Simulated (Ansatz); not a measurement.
# RhPb (database structure): how the settings move a relaxation

How sensitive is a relaxation of RhPb (database structure) to its settings? A reference run comes first, then four runs with altered input.

Method: reference: DFT r2SCAN, plane waves, PAW, scalar-relativistic, no spin polarisation, in Ansatz 0.2.0.

## Step 1: The system as given

The structure is hexagonal, space group P6/mmm (No. 191). The conventional cell has a = 5.736 Å, b = 5.736 Å, c = 4.474 Å, α = 90.00°, β = 90.00°, γ = 120.00°. Around Rh (site symmetry mmm) lie 6 Pb at 2.78 to 2.87 Å and 4 Rh at 2.87 Å. Pb (site symmetry -6m2) is surrounded by 6 Rh at 2.78 Å. Pb (site symmetry 6/mmm) is surrounded by 6 Rh at 2.87 Å.

Coordinates:

```
CELL_PARAMETERS angstrom
2.86822 4.96789 0.00000
-2.86822 4.96789 0.00000
0.00000 0.00000 4.47357
ATOMIC_POSITIONS crystal
Rh 0.50000 0.50000 0.00000
Rh 0.50000 0.00000 0.00000
Rh 0.00000 0.50000 0.00000
Pb 0.33330 0.33340 0.50000
Pb 0.66660 0.66670 0.50000
Pb 0.00000 0.00000 0.00000
```

## Step 2: Baseline

Contents of input.yaml:

```yaml
crystal:
  lattice:
    - [2.868216, 4.967894, 0.0]
    - [-2.868216, 4.967894, 0.0]
    - [0.0, 0.0, 4.473569]
  atoms:
    - { symbol: Rh, position: [0.5, 0.5, 0.0] }
    - { symbol: Rh, position: [0.5, 0.0, 0.0] }
    - { symbol: Rh, position: [0.0, 0.5, 0.0] }
    - { symbol: Pb, position: [0.3333, 0.3334, 0.5] }
    - { symbol: Pb, position: [0.6666, 0.6667, 0.5] }
    - { symbol: Pb, position: [0.0, 0.0, 0.0] }
  symmetry: { tolerance: 0.0003 }
kpoints:
  mp_grid: { grid: [4, 4, 4], shift: [0, 0, 0] }
magnetization:
  spin_polarized: false
scf:
  occupations: { method: fermi_dirac, width: 0.0197 }
hamiltonian:
  pseudopotentials: { kind: paw }
  xc: r2scan
basis:
  ecutwfc: 500
output:
  forces: true
  stress: true
  eigenvalues: true
relax:
  max_steps: 40
  cell: {}
```

On the command line:

```sh
> ansatz run input.yaml --threads 1 --pin off --max-ram 2560MiB --backend cpu --events-out ev --progress --plain --runs-dir out
```

## Step 3: Variant: n_extra_bands 16

input.yaml: that of step 2 with these lines changed.

```diff
@@ -19,2 +19,3 @@
   occupations: { method: fermi_dirac, width: 0.0197 }
+  n_extra_bands: 16
 hamiltonian:
```

## Step 4: The same system, input altered

input.yaml: that of step 2 with these lines changed.

```diff
@@ -14,3 +14,3 @@
 kpoints:
-  mp_grid: { grid: [4, 4, 4], shift: [0, 0, 0] }
+  mp_grid: { grid: [1, 1, 1], shift: [0, 0, 0] }
 magnetization:
@@ -28,2 +28,6 @@
   eigenvalues: true
+  write_density: true
+  write_potential: true
+  elf: true
+  volumetric_format: npy
 relax:
```

## Step 6: Changing settings: preconditioner kerker, lower_state_search off

input.yaml: that of step 2 with these lines changed.

```diff
@@ -19,2 +19,4 @@
   occupations: { method: fermi_dirac, width: 0.0197 }
+  mixing: { preconditioner: kerker }
+  lower_state_search: "off"
 hamiltonian:
```

## Step 7: A further run, with the input changed

input.yaml: that of step 2 with these lines changed.

```diff
@@ -14,3 +14,3 @@
 kpoints:
-  mp_grid: { grid: [4, 4, 4], shift: [0, 0, 0] }
+  mp_grid: { grid: [4, 3, 5], shift: [0, 0, 0] }
 magnetization:
@@ -19,2 +19,3 @@
   occupations: { method: fermi_dirac, width: 0.0197 }
+  max_iter: 100
 hamiltonian:
```

(Steps that only read results are left out.)

Before running it: what results should come out? Wanted: for each run, ending; energy change; pressure; gap; force.

The runs gave:

```csv
run,ending,energy change,pressure (GPa),gap (eV),force (eV/Å),cycles,time
reference,converged,0,0.0,0.00,0.00,38,62 s
1: n_extra_bands 16,converged,0.0 meV/atom,0.0,0.00,0.00,37,67 s
"2: mp_grid.grid [1, 1, 1]",converged,+575.4 meV/atom,0.0,0.00,0.00,58,24 s
"3: preconditioner kerker, lower_state_search off",converged,0.0 meV/atom,0.0,0.00,0.00,40,63 s
"4: mp_grid.grid [4, 3, 5]",converged,+2.6 meV/atom,0.0,0.00,0.00,38,1.7 min
```

Times don't compare one to one where runs were asked for different outputs or read a saved state (see the inputs); cycles may leave out searches for a lower state.

What this shows: Of the converged runs whose energies compare with the reference's, «mp_grid.grid [1, 1, 1]» moves the energy most (+575.4 meV/atom).

The reference has limits of its own: it is run without spin, though an odd electron count or open d shells could carry moments; its mesh is coarse for a cell with so small a gap or none.
